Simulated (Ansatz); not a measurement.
# CH7OSbSi: basis-set convergence

How large a basis does CH7OSbSi need? Two functionals are run in growing sets.

The runs use Ansatz 0.2.0, Gaussian basis; one geometry, several basis sets.

Levels to be run: PBE0-D4/def2-SVP; ωB97M-V/def2-SVP; PBE0-D4/def2-QZVPP; ωB97M-V/def2-QZVPP; the functionals' def2-TZVPP values are taken from earlier runs.

**1. The relaxed structure**

All runs share one geometry, relaxed beforehand with PBE0-D4 in a triple-zeta def2 set. Sb takes the def2 core potential; no spin-orbit term is included.

SMILES `[OH][SbH][CH2][SiH3]`, 11 atoms, charge 0, spin multiplicity 1.

Atoms are counted from 1 here; the program's logs count them from 0.

Bond lengths: O1–Sb2 1.979 Å, O1–H5 0.960 Å, Sb2–C3 2.153 Å, Sb2–H6 1.714 Å, C3–Si4 1.875 Å, C3–H7 1.093 Å, C3–H8 1.094 Å, Si4–H9 1.484 Å, Si4–H10 1.484 Å, Si4–H11 1.492 Å. Angles: Sb2–O1–H5 110.9°, O1–Sb2–C3 95.0°, O1–Sb2–H6 92.6°, C3–Sb2–H6 92.5°, Sb2–C3–Si4 113.8°, Sb2–C3–H7 108.4°, Sb2–C3–H8 107.3°, Si4–C3–H7 110.0°, Si4–C3–H8 109.5°, H7–C3–H8 107.6°, C3–Si4–H9 111.1°, C3–Si4–H10 111.3°, C3–Si4–H11 108.6°, H9–Si4–H10 110.1°, H9–Si4–H11 108.1°, H10–Si4–H11 107.6°.

**2. PBE0-D4 in def2-SVP**

The input, in.yaml:

```yaml
crystal:
  periodic: [false, false, false]
  atoms:
    - {symbol: O, position_ang: [-0.711466, 1.856035, -0.679162]}
    - {symbol: Sb, position_ang: [0.377639, 1.683989, 0.963721]}
    - {symbol: C, position_ang: [0.843959, -0.396774, 0.663128]}
    - {symbol: Si, position_ang: [-0.214429, -1.228325, -0.642613]}
    - {symbol: H, position_ang: [-0.367301, 2.549405, -1.246622]}
    - {symbol: H, position_ang: [-0.991710, 1.315749, 1.926883]}
    - {symbol: H, position_ang: [1.900559, -0.478506, 0.396263]}
    - {symbol: H, position_ang: [0.704604, -0.902508, 1.623020]}
    - {symbol: H, position_ang: [-1.658686, -1.030071, -0.365141]}
    - {symbol: H, position_ang: [0.117625, -0.732254, -2.000873]}
    - {symbol: H, position_ang: [0.064405, -2.693639, -0.618004]}
basis:
  gaussian: {orbitals: def2-SVP}
hamiltonian: {xc: pbe0, dispersion: d4}
output: {orbitals: {seedname: orbitals}}
```

On the command line:

```console
> ansatz run in.yaml --threads 4 --pin off --events-out ev --progress --plain --max-ram 10444MiB
```

The runs that follow: ωB97M-V in def2-SVP; PBE0-D4 in def2-QZVPP; ωB97M-V in def2-QZVPP.

**Question.** What will the summary of the whole plan be? Wanted: PBE0-D4: double and triple zeta above quadruple; ωB97M-V: double and triple zeta above quadruple.

As calculated:

| quantity | value |
| --- | --- |
| PBE0-D4: double and triple zeta above quadruple | 7.62, 0.54 eV |
| ωB97M-V: double and triple zeta above quadruple | 7.81, 0.51 eV |

**Reading.** For PBE0-D4 the step from double to triple zeta gains 7.08 eV and the next only 0.54 eV. These are total energies; as a rule much of such shifts cancels in differences, which this series doesn't test. The LUMO of ωB97M-V is positive and keeps falling with the basis (1.13 to 0.48 eV): an unbound level that the basis holds in place.
